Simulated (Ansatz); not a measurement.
# CH4GaN: one species, many methods

One table from this session's results is given with a row withheld; the runs are named, their logs left out.

Computed with Ansatz 0.2.0, Gaussian basis. Level: functionals in def2-TZVPP, the program's frozen cores in correlated methods.

The runs, in order: LDA (SPW92), PBE-D4, revPBE-D4, BLYP-D4, r2SCAN-D4, B97M-V, PBE0-D4, B3LYP-D4, r2SCANh-D4, r2SCAN0-D4, HSE06-D4, BHLYP-D4, CAM-B3LYP-D4, LC-ωPBE, ωB97X-V, ωB97M-V, B2PLYP, PBE-QIDH; CCSD(T)/def2-SVP; CCSD(T)/def2-TZVPP; MP2/def2-QZVPP; extrapolation to the limit; RPA on PBE.

## The relaxed structure

An earlier PBE0-D4 in a triple-zeta def2 set relaxation fixed the geometry.

SMILES `C=[N][GaH2]`, 7 atoms, charge 0, spin multiplicity 1.

Atoms are counted from 1 here; the program's logs count them from 0.

Bond lengths: C1–N2 1.242 Å, C1–H4 1.101 Å, C1–H5 1.101 Å, N2–Ga3 1.803 Å, Ga3–H6 1.556 Å, Ga3–H7 1.556 Å. Angles: N2–C1–H4 123.4°, N2–C1–H5 121.6°, H4–C1–H5 115.0°, C1–N2–Ga3 162.6°, N2–Ga3–H6 115.6°, N2–Ga3–H7 115.6°, H6–Ga3–H7 128.6°.

The first run:

File in.yaml:

```yaml
crystal:
  periodic: [false, false, false]
  atoms:
    - {symbol: C, position_ang: [-1.119676, 0.099059, -0.980255]}
    - {symbol: N, position_ang: [-0.311270, -0.140677, -0.067931]}
    - {symbol: Ga, position_ang: [1.142305, -0.099659, 0.998458]}
    - {symbol: H, position_ang: [-0.943863, 0.853455, -1.763343]}
    - {symbol: H, position_ang: [-2.076845, -0.439331, -1.060082]}
    - {symbol: H, position_ang: [1.040568, 0.837358, 2.236487]}
    - {symbol: H, position_ang: [2.268781, -1.110195, 0.636676]}
basis:
  gaussian: {orbitals: def2-TZVPP}
hamiltonian: {xc: lda}
output: {orbitals: {seedname: orbitals}}
```

The run is started by

```
ansatz run in.yaml --threads 2 --pin off --events-out ev --progress --plain --max-ram 4352MiB
```

Among the steps run: LDA; PBE-D4 (GGA); revPBE-D4 (GGA); BLYP-D4 (GGA); r2SCAN-D4 (meta-GGA); B97M-V (meta-GGA); PBE0-D4 (hybrid); B3LYP-D4 (hybrid); r2SCANh-D4 (hybrid); r2SCAN0-D4 (hybrid); HSE06-D4 (hybrid); BHLYP-D4 (hybrid); CAM-B3LYP-D4 (range-separated); LC-ωPBE (range-separated); ωB97X-V (range-separated); ωB97M-V (range-separated); B2PLYP (double hybrid); PBE-QIDH (double hybrid).

One table of the session follows, with a row left open; its other results are not shown here.

| functional | HOMO (eV) | gap (eV) |
| --- | --- | --- |
| LDA (SPW92) | ? | ? |
| PBE-D4 | -5.43 | 3.65 |
| revPBE-D4 | -5.36 | 3.69 |
| BLYP-D4 | -5.33 | 3.67 |
| r2SCAN-D4 | -5.61 | 4.10 |
| B97M-V | -5.72 | 4.05 |
| PBE0-D4 | -6.61 | 5.66 |
| B3LYP-D4 | -6.43 | 5.21 |
| r2SCANh-D4 | -6.06 | 4.89 |
| r2SCAN0-D4 | -6.75 | 5.97 |
| HSE06-D4 | -6.21 | 4.89 |
| BHLYP-D4 | -7.77 | 7.53 |
| CAM-B3LYP-D4 | -7.97 | 7.89 |
| LC-ωPBE | -9.26 | 10.34 |
| ωB97X-V | -8.94 | 9.88 |
| ωB97M-V | -8.86 | 9.59 |

Estimate the missing values for LDA (SPW92).

**Answer.** HOMO (eV): -5.57; gap (eV): 3.54. In the column «HOMO (eV)» it lies between r2SCAN-D4 (-5.61) and PBE-D4 (-5.43).
